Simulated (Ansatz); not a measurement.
# CH₃FMgO (SMILES C[O][Mg][F]): a rigid scan of the bond length C1–H7

How does the energy rise as the bond length C1–H7 leaves its equilibrium value, and do density functionals follow CCSD(T)? No other atom is relaxed.

The runs use Ansatz 0.2.0, Gaussian basis; single points in def2-TZVPP.

Levels: PBE-D4, r2SCAN-D4, PBE0-D4, B3LYP-D4, wB97M-V, Hartree-Fock, MP2, CCSD, CCSD(T). The scan takes 0.945, 0.978, 1.025, 1.080, 1.142, 1.208, 1.278, 1.352, 1.429 Å.

Cores are frozen in the correlated methods. The outer core shell of Li, Na, Mg and K is correlated. B3LYP uses VWN-RPA correlation.

19 further runs of the same task are left out: 19 set aside as unsound or not needed.

## Step 1: The system as given

The minimum, relaxed at PBE0-D4: 7 atoms, charge 0, spin multiplicity 1.

Atoms are counted from 1 here; the program's logs count them from 0.

Bond lengths: C1–O2 1.378 Å, C1–H5 1.099 Å, C1–H6 1.099 Å, C1–H7 1.099 Å, O2–Mg3 1.751 Å, Mg3–F4 1.751 Å. Angles: O2–C1–H5 111.7°, O2–C1–H6 111.7°, O2–C1–H7 111.7°, H5–C1–H6 107.2°, H5–C1–H7 107.2°, H6–C1–H7 107.2°, C1–O2–Mg3 179.9°, O2–Mg3–F4 180.0°.

Geometry (Å):

```xyz
7
charge 0, multiplicity 1
C     0.0371    1.1513    0.1080
O     0.0035   -0.2195   -0.0254
Mg   -0.0389   -1.9614   -0.1985
F    -0.0813   -3.7030   -0.3717
H    -0.8034    1.6303   -0.4136
H    -0.0175    1.4577    1.1621
H     0.9618    1.5767   -0.3066
```

Energies of the minimum (eV), from earlier single points: PBE-D4 -11289.75864, r2SCAN-D4 -11295.87861, PBE0-D4 -11290.35947, B3LYP-D4 -11300.26817, wB97M-V -11297.19181, CCSD(T) -11282.44533.

At the minimum the bond length C1–H7 is 1.099 Å.

## Step 2: C1–H7 = 0.945 Å

ccsdt-tzvpp/in.yaml

```yaml
crystal:
  periodic: [false, false, false]
  atoms:
    - {symbol: C, position_ang: [0.037081, 1.151311, 0.107996]}
    - {symbol: O, position_ang: [0.003516, -0.219464, -0.025420]}
    - {symbol: Mg, position_ang: [-0.038891, -1.961433, -0.198519]}
    - {symbol: F, position_ang: [-0.081299, -3.702951, -0.371692]}
    - {symbol: H, position_ang: [-0.803377, 1.630312, -0.413618]}
    - {symbol: H, position_ang: [-0.017514, 1.457654, 1.162054]}
    - {symbol: H, position_ang: [0.832175, 1.517053, -0.248492]}
basis:
  gaussian: {orbitals: def2-TZVPP}
correlation: {method: ccsd_t}
```

No record of the launch command was kept for these runs.

The runs that follow: C1–H7 = 0.978 Å; C1–H7 = 1.025 Å; C1–H7 = 1.080 Å; C1–H7 = 1.142 Å; C1–H7 = 1.208 Å; C1–H7 = 1.278 Å; C1–H7 = 1.352 Å; C1–H7 = 1.429 Å.

Before running it: what results should come out? Wanted: highest point, CCSD(T); lowest point, CCSD(T); minimum along the scan, CCSD(T); RMS deviation from CCSD(T); largest T1 diagnostic.

The runs gave:

| quantity | value |
| --- | --- |
| highest point, CCSD(T) | 0.944 eV at 1.429 Å |
| lowest point, CCSD(T) | 0.000 eV at 1.099 Å |
| minimum along the scan, CCSD(T) | 1.097 Å |
| curvature there | 31.7 eV/Å² |
| RMS deviation from CCSD(T) | PBE-D4 0.055, r2SCAN-D4 0.013, PBE0-D4 0.003, B3LYP-D4 0.012, wB97M-V 0.012, Hartree-Fock 0.071, MP2 0.031, CCSD 0.014 eV |
| largest T1 diagnostic | 0.012 |

What this shows: A polynomial through the near points puts the CCSD(T) minimum 0.002 Å below the PBE0-D4 value. It is steeper on the short side than on the long one. Curvature against CCSD(T): PBE-D4 -7 %, Hartree-Fock +9 %. The curve of PBE0-D4 lies nearest to CCSD(T), that of Hartree-Fock farthest.
